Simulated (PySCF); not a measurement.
# BrF (bromine fluoride) at HF/STO-3G

Aim: the energy change on altering one bond length of BrF (bromine fluoride) at HF/STO-3G, from 2 runs. Input form: a Python script.

The results are computed with PySCF 2.14.0.

4 further runs of the same task are left out: 4 set aside as unsound or not needed.

### 1 The molecule

BrF has 2 atoms, charge 0, and is taken as a singlet. As SMILES, `FBr`. Geometry: relaxed at PBE0-D4/def2-TZVP.

Bond lengths: F1–Br2 1.754 Å.

### 2 A single-point energy at HF/STO-3G

File input.py:

```python
from pyscf import gto, scf

molecule = gto.M(
    atom='F -0.000000 -0.000000 0.023210; Br 0.000000 0.000000 1.776730',
    verbose=4,
    basis='sto-3g',
    max_memory=1860,
)

calc0 = scf.RHF(molecule)
calc0.conv_tol = 1e-10
calc0.kernel()
if not calc0.converged:
    calc0 = calc0.newton().run(calc0.mo_coeff, calc0.mo_occ)

e_tot = calc0.e_tot
print('Final energy', e_tot)
```

Command:

```console
$ OMP_NUM_THREADS=1 python input.py
```

Output:

```text
PySCF version 2.14.0

[INPUT] num. atoms = 2
[INPUT] num. electrons = 44
[INPUT] charge = 0
[INPUT] spin (= nelec alpha-beta = 2S) = 0
[INPUT] symmetry False subgroup None
[INPUT] Mole.unit = angstrom
[INPUT] Symbol           X                Y                Z      unit          X                Y                Z       unit  Magmom
[INPUT]  1 F      0.000000000000   0.000000000000   0.023210000000 AA    0.000000000000   0.000000000000   0.043860543351 Bohr   0.0
[INPUT]  2 Br     0.000000000000   0.000000000000   1.776730000000 AA    0.000000000000   0.000000000000   3.357533097298 Bohr   0.0

nuclear repulsion = 95.0606901773576
number of shells = 11
number of NR pGTOs = 69
number of NR cGTOs = 23
basis = sto-3g
ecp = {}

******** <class 'pyscf.scf.hf.RHF'> ********
method = RHF
initial guess = minao
damping factor = 0
level_shift factor = 0
DIIS = <class 'pyscf.scf.diis.CDIIS'>
diis_start_cycle = 1
diis_space = 8
diis_damp = 0
SCF conv_tol = 1e-10
SCF conv_tol_grad = None
SCF max_cycles = 50
direct_scf = True
direct_scf_tol = 1e-13
Set gradient conv threshold to 1e-05
Initial guess from minao.
init E= -2638.72744255882
  HOMO = -0.552775031238846  LUMO = -0.261047510787026  gap/eV = 7.93831
cycle= 1 E= -2642.62874202689  delta_E= -3.9  |g|= 0.153  |ddm|= 2.02
  HOMO = -0.339557368869419  LUMO = 0.27944337987036  gap/eV = 16.84387
cycle= 2 E= -2642.63568418324  delta_E= -0.00694  |g|= 0.0238  |ddm|= 0.202
  HOMO = -0.33297227555356  LUMO = 0.273902923715378  gap/eV = 16.51392
cycle= 3 E= -2642.63588835803  delta_E= -0.000204  |g|= 0.00296  |ddm|= 0.0336
  HOMO = -0.333079927709884  LUMO = 0.275215889888519  gap/eV = 16.55257
cycle= 4 E= -2642.63589186864  delta_E= -3.51e-06  |g|= 0.000149  |ddm|= 0.0051
  HOMO = -0.332979384535451  LUMO = 0.275103784415456  gap/eV = 16.54679
cycle= 5 E= -2642.63589187648  delta_E= -7.83e-09  |g|= 2.33e-06  |ddm|= 0.000224
  HOMO = -0.332979811111977  LUMO = 0.275105765594737  gap/eV = 16.54685
cycle= 6 E= -2642.63589187648  delta_E= -1.36e-12  |g|= 1.43e-07  |ddm|= 4.44e-06
  HOMO = -0.332979803632714  LUMO = 0.275105741058708  gap/eV = 16.54685
Extra cycle  E= -2642.63589187648  delta_E=    0  |g|= 2.7e-08  |ddm|= 1.59e-07
converged SCF energy = -2642.63589187648
Final energy -2642.635891876477
```

Run time: 0.46 s. Hardware: 1 thread of Arm Neoverse V2, shared host; peak memory 0.1 GiB.

### 3 The distorted shape at the same level

File geometry.xyz:

```xyz
2
BrF
F      0.000000     0.000000    -0.853570
Br     0.000000     0.000000     1.776730
```

File calc.py:

```python
from pyscf import gto, scf

mol = gto.M(
    atom='geometry.xyz',
    basis='sto-3g',
    max_memory=1860,
    verbose=3,
    charge=0,
)

mf = scf.RHF(mol)
mf.conv_tol = 1e-10
mf.kernel()
if not mf.converged:
    mf = mf.newton().run(mf.mo_coeff, mf.mo_occ)

e_tot = mf.e_tot
print('Final energy', e_tot)
```

Command:

```console
$ OMP_NUM_THREADS=1 python calc.py
```

Output:

```text
converged SCF energy = -2642.44170211864
Final energy -2642.4417021186377
```

It took 0.48 s on 1 thread of Arm Neoverse V2, shared host; peak memory 0.1 GiB.

### 4 Results

Level: HF/STO-3G.

| quantity | value |
| --- | --- |
| first shape: total energy | -2642.63589 Eh |
| first shape: dipole moment | 0.07 D |
| first shape: HOMO energy | -9.06 eV |
| first shape: LUMO energy | 7.49 eV |
| first shape: HOMO–LUMO gap | 16.55 eV |
| distorted shape: total energy | -2642.44170 Eh |
| distorted shape: dipole moment | 0.42 D |
| distorted shape: HOMO energy | -8.39 eV |
| distorted shape: LUMO energy | 0.11 eV |
| distorted shape: HOMO–LUMO gap | 8.50 eV |
| energy change with the F1–Br2 bond stretched from 1.754 to 2.630 Å | 5.284 eV |

In words: One bond (distorted shape) is far stretched, which a spin-restricted single reference describes badly; a broken-symmetry solution may lie lower. With the F1–Br2 bond stretched from 1.754 to 2.630 Å the energy rises by 5.28 eV (122 kcal/mol). The first shape isn't relaxed at this level, so the change isn't measured from a minimum. A restricted reference can't describe the breaking bond well at this length. The minimal basis adds a large error of its own.
